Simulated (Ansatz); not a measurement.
# C₅H₈O₂S: a ladder of functionals and wavefunction methods

One table from this session's results is given with a row withheld; the runs are named, their logs left out.

The runs use Ansatz 0.2.0, Gaussian basis; functionals in def2-TZVPP, the program's frozen cores in correlated methods.

Levels to be run: LDA (SPW92), PBE-D4, revPBE-D4, BLYP-D4, r2SCAN-D4, B97M-V, PBE0-D4, B3LYP-D4, r2SCANh-D4, r2SCAN0-D4, HSE06-D4, BHLYP-D4, CAM-B3LYP-D4, LC-ωPBE, ωB97X-V, ωB97M-V, B2PLYP, PBE-QIDH; CCSD(T)/def2-SVP; CCSD(T)/def2-TZVPP; MP2/def2-QZVPP; extrapolation to the limit; RPA on PBE.

## The relaxed structure

All runs share one geometry, relaxed beforehand with PBE0-D4 in a triple-zeta def2 set.

SMILES `CC1C=CCS1(=O)=O`, 16 atoms, charge 0, spin multiplicity 1.

Atoms are counted from 1 here; the program's logs count them from 0.

Bond lengths: C1–C2 1.516 Å, C1–H9 1.091 Å, C1–H10 1.090 Å, C1–H11 1.092 Å, C2–C3 1.494 Å, C2–S6 1.818 Å, C2–H12 1.095 Å, C3–C4 1.329 Å, C3–H13 1.084 Å, C4–C5 1.491 Å, C4–H14 1.084 Å, C5–S6 1.802 Å, C5–H15 1.092 Å, C5–H16 1.093 Å, S6–O7 1.438 Å, S6–O8 1.437 Å. Angles: C2–C1–H9 111.1°, C2–C1–H10 110.7°, C2–C1–H11 109.5°, H9–C1–H10 108.3°, H9–C1–H11 108.2°, H10–C1–H11 109.0°, C1–C2–C3 115.4°, C1–C2–S6 111.7°, C1–C2–H12 110.6°, C3–C2–S6 102.6°, C3–C2–H12 111.1°, S6–C2–H12 104.7°, C2–C3–C4 117.4°, C2–C3–H13 119.6°, C4–C3–H13 123.0°, C3–C4–C5 116.6°, C3–C4–H14 123.0°, C5–C4–H14 120.3° and more.

The first run:

in.yaml

```yaml
crystal:
  periodic: [false, false, false]
  atoms:
    - {symbol: C, position_ang: [2.000322, 0.528512, -0.169434]}
    - {symbol: C, position_ang: [0.776567, -0.217919, 0.323905]}
    - {symbol: C, position_ang: [0.122421, -1.110247, -0.680239]}
    - {symbol: C, position_ang: [-1.202353, -1.056796, -0.775052]}
    - {symbol: C, position_ang: [-1.900159, -0.110729, 0.141663]}
    - {symbol: S, position_ang: [-0.566274, 0.919543, 0.778765]}
    - {symbol: O, position_ang: [-0.474122, 2.094254, -0.045068]}
    - {symbol: O, position_ang: [-0.655235, 1.050519, 2.206954]}
    - {symbol: H, position_ang: [2.394268, 1.191214, 0.602386]}
    - {symbol: H, position_ang: [1.757648, 1.129165, -1.046043]}
    - {symbol: H, position_ang: [2.781461, -0.187511, -0.434635]}
    - {symbol: H, position_ang: [1.003525, -0.763373, 1.246210]}
    - {symbol: H, position_ang: [0.733144, -1.753329, -1.304383]}
    - {symbol: H, position_ang: [-1.768875, -1.653394, -1.480144]}
    - {symbol: H, position_ang: [-2.619997, 0.542991, -0.354575]}
    - {symbol: H, position_ang: [-2.382340, -0.602901, 0.989690]}
basis:
  gaussian: {orbitals: def2-TZVPP}
hamiltonian: {xc: lda}
output: {orbitals: {seedname: orbitals}}
```

Run with:

```
ansatz run in.yaml --threads 2 --pin off --events-out ev --progress --plain --max-ram 20480MiB --backend cuda --devices 0, --max-vram 18GiB
```

Among the steps run: LDA; PBE-D4 (GGA); revPBE-D4 (GGA); BLYP-D4 (GGA); r2SCAN-D4 (meta-GGA); B97M-V (meta-GGA); B3LYP-D4 (hybrid); r2SCANh-D4 (hybrid); r2SCAN0-D4 (hybrid); HSE06-D4 (hybrid); BHLYP-D4 (hybrid); CAM-B3LYP-D4 (range-separated); LC-ωPBE (range-separated); ωB97X-V (range-separated); ωB97M-V (range-separated); B2PLYP (double hybrid); PBE-QIDH (double hybrid).

One of the session's tables, all rows but one given; the rest of the session is left out.

It belongs to the step «Orbital energies across the functionals». 

```
  functional  HOMO (eV)  gap (eV)
 LDA (SPW92)      -6.97      5.27
      PBE-D4      -6.79      5.33
   revPBE-D4      -6.72      5.36
     BLYP-D4      -6.68      5.34
   r2SCAN-D4      -7.04      5.79
      B97M-V      -7.08      5.89
     PBE0-D4      -8.02      7.55
    B3LYP-D4      -7.82      7.10
  r2SCANh-D4      -7.50      6.60
  r2SCAN0-D4          ?         ?
    HSE06-D4      -7.62      6.76
    BHLYP-D4      -9.08      9.67
CAM-B3LYP-D4      -9.39     10.03
     LC-ωPBE     -10.75     12.58
     ωB97X-V     -10.38     12.12
     ωB97M-V     -10.28     11.88
```

**Question.** Estimate the row for r2SCAN0-D4.

Worked estimate for «HOMO (eV)». Against the share of exact exchange, r2SCAN-D4 (0, -7.04), r2SCANh-D4 (0.1, -7.50) give a slope of -4.60 per unit share; at 0.25 the line stands at -8.19.

The run gave: HOMO (eV): -8.17; gap (eV): 7.81. In «HOMO (eV)» the line misses by -0.02.
